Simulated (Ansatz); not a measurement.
# C2H6SeSi: up Jacob's ladder to CCSD(T)

One table from this session's results is given with a row withheld; the runs are named, their logs left out.

The runs use Ansatz 0.2.0, Gaussian basis; functionals in def2-TZVPP, the program's frozen cores in correlated methods.

Levels to be run: PBE-D4, r2SCAN-D4, PBE0-D4, B3LYP-D4, ωB97X-V, ωB97M-V, B2PLYP; CCSD(T)/def2-TZVPP; MP2/def2-QZVPP; extrapolation to the limit.

**The geometry**

All runs share one geometry, relaxed beforehand with PBE0-D4 in a triple-zeta def2 set.

SMILES `[SeH]C1C[SiH2]1`, 10 atoms, charge 0, spin multiplicity 1.

Atoms are counted from 1 here; the program's logs count them from 0.

Bond lengths: Se1–C2 1.929 Å, Se1–H5 1.469 Å, C2–C3 1.544 Å, C2–Si4 1.850 Å, C2–H6 1.085 Å, C3–Si4 1.846 Å, C3–H7 1.085 Å, C3–H8 1.085 Å, Si4–H9 1.478 Å, Si4–H10 1.475 Å. Angles: C2–Se1–H5 97.0°, Se1–C2–C3 115.0°, Se1–C2–Si4 121.4°, Se1–C2–H6 112.8°, C3–C2–Si4 65.2°, C3–C2–H6 114.8°, Si4–C2–H6 119.0°, C2–C3–Si4 65.4°, C2–C3–H7 115.8°, C2–C3–H8 116.1°, Si4–C3–H7 120.2°, Si4–C3–H8 118.2°, H7–C3–H8 113.0°, C2–Si4–C3 49.4°, C2–Si4–H9 118.4°, C2–Si4–H10 118.6°, C3–Si4–H9 119.0°, C3–Si4–H10 120.0° and more.

Geometry (Å):

```
Se   -1.20215    0.09748   -1.87906
C    -0.71366   -0.14383   -0.02872
C     0.47407   -1.10045    0.21391
Si    0.79533    0.65585    0.68186
H    -1.38829    1.55418   -1.82716
H    -1.57168   -0.31223    0.61361
H     0.32542   -1.85210    0.98266
H     0.95996   -1.49264   -0.67378
H     0.78413    1.03061    2.11164
H     1.61987    1.51204   -0.19207
```

Set-up of the first run:

File in.yaml:

```yaml
crystal:
  periodic: [false, false, false]
  atoms:
    - {symbol: Se, position_ang: [-1.202147, 0.097477, -1.879059]}
    - {symbol: C, position_ang: [-0.713661, -0.143827, -0.028720]}
    - {symbol: C, position_ang: [0.474066, -1.100448, 0.213911]}
    - {symbol: Si, position_ang: [0.795332, 0.655847, 0.681863]}
    - {symbol: H, position_ang: [-1.388293, 1.554175, -1.827157]}
    - {symbol: H, position_ang: [-1.571676, -0.312231, 0.613612]}
    - {symbol: H, position_ang: [0.325417, -1.852104, 0.982664]}
    - {symbol: H, position_ang: [0.959956, -1.492642, -0.673780]}
    - {symbol: H, position_ang: [0.784134, 1.030609, 2.111635]}
    - {symbol: H, position_ang: [1.619871, 1.512042, -0.192069]}
basis:
  gaussian: {orbitals: def2-TZVPP}
hamiltonian: {xc: pbe, dispersion: d4}
output: {forces: true, orbitals: {seedname: orbitals}}
```

On the command line:

```sh
> ansatz run in.yaml --threads 4 --pin off --events-out ev --progress --plain --max-ram 10444MiB
```

Among the steps run: PBE-D4 (GGA); r2SCAN-D4 (meta-GGA); PBE0-D4 (hybrid); B3LYP-D4 (hybrid); ωB97X-V (range-separated); ωB97M-V (range-separated); B2PLYP (double hybrid); CCSD(T) in def2-TZVPP; MP2 in def2-QZVPP.

One of the session's tables, all rows but one given; the rest of the session is left out.

It belongs to the step «Atomisation energies». 

```
            method  atomisation energy (eV)
            PBE-D4                   35.551
         r2SCAN-D4                   35.117
           PBE0-D4                        ?
          B3LYP-D4                   34.884
           ωB97X-V                   35.149
           ωB97M-V                   35.003
            B2PLYP                   34.477
     HF/def2-TZVPP                   25.215
    MP2/def2-TZVPP                   34.442
   CCSD/def2-TZVPP                   33.558
CCSD(T)/def2-TZVPP                   34.104
           MP2/CBS                   35.362
       CCSD(T)/CBS                   35.024
```

Q: Estimate the row for PBE0-D4 from the others.

**Answer.** atomisation energy (eV): 35.101. In the column «atomisation energy (eV)» it lies between CCSD(T)/CBS (35.024) and r2SCAN-D4 (35.117).
